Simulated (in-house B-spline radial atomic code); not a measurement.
# Ar⁶⁺: excited configurations in jj coupling

Wanted: excitation energies of Ar⁶⁺ as differences of total energies (ΔSCF).

Program: in-house B-spline radial atomic code version 1. Level of theory: Dirac-Hartree-Fock, average of configuration, Fermi nucleus, basis-set limit. These are calculated values, not measurements, unless marked.

### Step 1. The atom as given

- element: argon (Z = 18)
- charge: +6
- electrons: 12
- configuration: 1s2 2s2 2p6 3s2
- Hamiltonian: Dirac-Coulomb
- nucleus: Fermi, rms radius 3.427 fm

The run's settings:

```ini
Z = 18
electrons = 12.0
configuration = 1s2 2s2 2p6 3s2
hamiltonian = dirac
method = hf
spin_polarised = False
nucleus = fermi
rms_radius = 3.4274
mass_number = 40
atomic_mass = 39.96238312204
speed_of_light = 137.035999084
```

This reference run was done before. Its total energy is -517.546354 hartree, and its levels are (the highest eight at most):

```
orbital  occupation  energy (eV)  <r> (bohr)
  1s1/2           2     -3360.51     0.08558
  2s1/2           2      -450.53      0.4067
  2p1/2           2      -374.77      0.3705
  2p3/2           4      -372.42      0.3727
  3s1/2           2      -122.47       1.196
```

### Step 2. Run with 1s2 2s1 2p6 3s2 5s1

The run's settings:

```ini
Z = 18
electrons = 12.0
configuration = 1s2 2s1 2p6 3s2 5s1
hamiltonian = dirac
method = hf
spin_polarised = False
nucleus = fermi
rms_radius = 3.4274
mass_number = 40
atomic_mass = 39.96238312204
speed_of_light = 137.035999084
```

### Step 3. Run with 1s2 2s2 2p6 3s1 7p-1

In configurations, a minus sign after the shell means j = l − 1/2 and a plus sign j = l + 1/2; the count of electrons follows.

The settings differ from step 2 so:

```diff
@@ -2,3 +2,3 @@
 electrons = 12.0
-configuration = 1s2 2s1 2p6 3s2 5s1
+configuration = 1s2 2s2 2p6 3s1 7p-1
 hamiltonian = dirac
```

### Step 4. Run with 1s2 2s1 2p6 3s2 3d+1

The settings differ from step 3 so:

```diff
@@ -2,3 +2,3 @@
 electrons = 12.0
-configuration = 1s2 2s2 2p6 3s1 7p-1
+configuration = 1s2 2s1 2p6 3s2 3d+1
 hamiltonian = dirac
```

### Step 5. 1s2 2s2 2p6 3s1 5s1

The settings differ from step 4 so:

```diff
@@ -2,3 +2,3 @@
 electrons = 12.0
-configuration = 1s2 2s1 2p6 3s2 3d+1
+configuration = 1s2 2s2 2p6 3s1 5s1
 hamiltonian = dirac
```

### Step 6. 1s2 2s2 2p6 3s1 6d-1

The settings differ from step 5 so:

```diff
@@ -2,3 +2,3 @@
 electrons = 12.0
-configuration = 1s2 2s2 2p6 3s1 5s1
+configuration = 1s2 2s2 2p6 3s1 6d-1
 hamiltonian = dirac
```

### Step 7. 1s2 2s2 2p-1 2p+4 3s2 5f+1

The settings differ from step 6 so:

```diff
@@ -2,3 +2,3 @@
 electrons = 12.0
-configuration = 1s2 2s2 2p6 3s1 6d-1
+configuration = 1s2 2s2 2p-1 2p+4 3s2 5f+1
 hamiltonian = dirac
```

### Step 8. Run with 1s2 2s2 2p-1 2p+4 3s2 5s1

The settings differ from step 7 so:

```diff
@@ -2,3 +2,3 @@
 electrons = 12.0
-configuration = 1s2 2s2 2p-1 2p+4 3s2 5f+1
+configuration = 1s2 2s2 2p-1 2p+4 3s2 5s1
 hamiltonian = dirac
```

Before running: How far above the reference does each configuration lie (order and size, in eV)?

The runs gave:

| net move | configuration | energy above the reference (eV) | with Breit, QED, recoil (eV) | largest <r> (bohr) |
| --- | --- | --- | --- | --- |
| 3s → 5s | 1s2 2s2 2p6 3s1 5s1 | 87.045 | 87.017 | 4.07 |
| 3s → 6d3/2 | 1s2 2s2 2p6 3s1 6d-1 | 102.81 | 102.78 | 6.90 |
| 3s → 7p1/2 | 1s2 2s2 2p6 3s1 7p-1 | 106.77 | 106.74 | 9.08 |
| 2p1/2 → 5s | 1s2 2s2 2p-1 2p+4 3s2 5s1 | 334.24 | 334.05 | 4.01 |
| 2p1/2 → 5f7/2 | 1s2 2s2 2p-1 2p+4 3s2 5f+1 | 343.02 | 342.82 | 4.39 |
| 2s → 3d5/2 | 1s2 2s1 2p6 3s2 3d+1 | 359.16 | 358.94 | 1.20 |
| 2s → 5s | 1s2 2s1 2p6 3s2 5s1 | 411.10 | 410.89 | 4.01 |

**Reading.** The lowest of them is 3s → 5s at 87.045 eV and the highest 2s → 5s at 411.10 eV. 4 of them lie more than 2 % above the ionisation threshold that Koopmans' theorem gives (122.47 eV), where such states can decay by emitting an electron. Two partly filled shells share a symmetry and can mix in the average, which may lower the energy, for: 3s → 5s; 2s → 5s. These are averages over configurations, without correlation, not spectroscopic levels.
